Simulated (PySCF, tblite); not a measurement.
**C5H12OSi2: geometry, infrared bands and NMR shifts**

What infrared bands and NMR shifts should C5H12OSi2 (`C1C[Si@H](C2CC2)O[SiH2]1`) show?

The runs use tblite 0.8.0 and PySCF 2.14.0, with density-fitted response routines of our own; the level of theory stands in each step. All values are computed, except where a source is named. Atoms count from 0, in the outputs and in this text.

## 1. The molecule as given

20 atoms, charge 0, multiplicity 1; geometry from: force field or distance geometry start.

Bonds of the start (Å): C0–C1 1.49, C1–Si2 1.87, Si2–C3 1.84, C3–C4 1.51, C4–C5 1.51, Si2–O6 1.73, O6–Si7 1.72, Si7–C0 1.86, C5–C3 1.50, C0–H8 1.11, C0–H9 1.12, C1–H10 1.11, C1–H11 1.09, Si2–H12 1.46, C3–H13 1.12, C4–H14 1.09, C4–H15 1.10, C5–H16 1.13, C5–H17 1.10, Si7–H18 1.46, Si7–H19 1.46.

## 2. Optimising the geometry with GFN2-xTB

The job: settings as JSON, then the geometry in Å.

```
{"job": {"kind": "relax", "xc": "GFN2-xTB", "basis": "xTB"}, "charge": 0, "multiplicity": 1}
C     -2.493100    -0.671500    -0.334100
C     -1.096500    -1.181500    -0.353800
Si     0.014700     0.326400    -0.280300
C      1.723500    -0.068300     0.279200
C      2.619600    -0.545500    -0.841700
C      2.808800     0.822500    -0.243500
O     -0.861000     1.305500     0.838300
Si    -2.457500     1.100800     0.239300
H     -3.135000    -1.267000     0.348800
H     -2.891000    -0.724900    -1.375200
H     -0.851700    -1.795700     0.538300
H     -0.900300    -1.746700    -1.270000
H     -0.005300     0.976800    -1.586900
H      1.844400    -0.535500     1.284600
H      3.336500    -1.316900    -0.557800
H      2.191600    -0.648600    -1.846300
H      3.731400     0.969800     0.387200
H      2.530700     1.682000    -0.876200
H     -3.451800     1.310000     1.293200
H     -2.663600     2.018800    -0.875100
```

Command:

```
$ OMP_NUM_THREADS=1 python probes_run.py task.json out
```

The driver reads the jobs from task.json and runs them one after another.

**Question.** This job is followed by: GFN2-xTB harmonic vibrations, gas phase; GIAO PBE0/pcSseg-1 NMR shielding, non-relativistic, gas phase. What will the session give for the following? strongest single infrared mode (GFN2-xTB); zero-point energy (GFN2-xTB); 13C shifts against TMS (PBE0/pcSseg-1); 1H shifts against TMS (PBE0/pcSseg-1); 29Si shifts against TMS (PBE0/pcSseg-1); 17O shifts against H2O (PBE0/pcSseg-1).

**Answer**, as computed:

| quantity | value |
| --- | --- |
| strongest single infrared mode (GFN2-xTB) | 2281 cm⁻¹, 466 km/mol |
| zero-point energy (GFN2-xTB) | 97.8 kcal/mol |
| 13C shifts against TMS (PBE0/pcSseg-1) | 10.7, 9.5, 3.2, -0.7, -1.4 ppm |
| 1H shifts against TMS (PBE0/pcSseg-1) | 5.14, 5.07, 4.41, 1.19, 1.15, 1.05, 0.89, 0.76, 0.52, 0.38, 0.02, -0.20 ppm |
| 29Si shifts against TMS (PBE0/pcSseg-1) | 22.0, -5.1 ppm |
| 17O shifts against H2O (PBE0/pcSseg-1) | 49.7 ppm |

What this shows: The optimisation took 83 steps and gained 0.755 eV; among the close pairs (by a distance rule), Si2–O6 changed most, from 1.725 to 1.641 Å. No mode is imaginary among the 54: a minimum at this level. The strongest single mode, at 2281 cm⁻¹, moves mainly H18. Unscaled tight-binding wavenumbers are off by several per cent, some by more. Its intensities can rank the bands wrongly.
